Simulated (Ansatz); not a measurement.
**F3H2NSi: basis-set convergence**

One table from this session's results is given with a row withheld; the runs are named, their logs left out.

Program: Ansatz 0.2.0, Gaussian basis. Level of theory: one geometry, several basis sets. These are calculated values, not measurements.

The runs, in order: PBE0-D4/def2-SVP; ωB97M-V/def2-SVP; PBE0-D4/def2-QZVPP; ωB97M-V/def2-QZVPP; CCSD(T)/cc-pV(D+d)Z; CCSD(T)/cc-pV(T+d)Z; CCSD(T)/cc-pV(Q+d)Z; the functionals' def2-TZVPP values are taken from earlier runs.

### Structure used throughout

All runs share one geometry, relaxed beforehand with PBE0-D4 in a triple-zeta def2 set.

SMILES `N[Si](F)(F)F`, 7 atoms, charge 0, spin multiplicity 1.

Atoms are counted from 1 here; the program's logs count them from 0.

Bond lengths: N1–Si2 1.672 Å, N1–H6 1.005 Å, N1–H7 1.005 Å, Si2–F3 1.578 Å, Si2–F4 1.574 Å, Si2–F5 1.574 Å. Angles: Si2–N1–H6 122.2°, Si2–N1–H7 122.2°, H6–N1–H7 112.9°, N1–Si2–F3 115.9°, N1–Si2–F4 109.6°, N1–Si2–F5 109.5°, F3–Si2–F4 105.7°, F3–Si2–F5 105.8°, F4–Si2–F5 110.2°.

The first run:

The input, in.yaml:

```yaml
crystal:
  periodic: [false, false, false]
  atoms:
    - {symbol: N, position_ang: [-0.292638, 0.755888, 0.648933]}
    - {symbol: Si, position_ang: [0.230665, -0.472525, -0.357694]}
    - {symbol: F, position_ang: [-0.640932, -0.722607, -1.649602]}
    - {symbol: F, position_ang: [0.228175, -1.836161, 0.428817]}
    - {symbol: F, position_ang: [1.680369, -0.145699, -0.876947]}
    - {symbol: H, position_ang: [-1.046293, 0.629449, 1.301904]}
    - {symbol: H, position_ang: [-0.098146, 1.723554, 0.458788]}
basis:
  gaussian: {orbitals: def2-SVP}
hamiltonian: {xc: pbe0, dispersion: d4}
output: {orbitals: {seedname: orbitals}}
```

Started as:

```bash
ansatz run in.yaml --threads 2 --pin off --events-out ev --progress --plain --max-ram 32768MiB --backend cpu
```

Steps of the session up to this table: PBE0-D4 in def2-SVP; ωB97M-V in def2-SVP; PBE0-D4 in def2-QZVPP; ωB97M-V in def2-QZVPP.

One of the session's tables, all rows but one given; the rest of the session is left out.

It belongs to the step «Density functionals: the series». 

| functional | basis | HOMO (eV) | LUMO (eV) |
| --- | --- | --- | --- |
| PBE0-D4 | def2-SVP | -8.43 | 1.06 |
| PBE0-D4 | def2-TZVPP | -8.65 | 0.48 |
| PBE0-D4 | def2-QZVPP | -8.70 | 0.13 |
| ωB97M-V | def2-SVP | -10.85 | 2.71 |
| ωB97M-V | def2-TZVPP | ? | ? |
| ωB97M-V | def2-QZVPP | -11.14 | 1.41 |

**Question.** Estimate the row for ωB97M-V, def2-TZVPP.

The run gave: HOMO (eV): -11.08; LUMO (eV): 1.93. In the column «HOMO (eV)» it lies between ωB97M-V, def2-QZVPP (-11.14) and ωB97M-V, def2-SVP (-10.85).
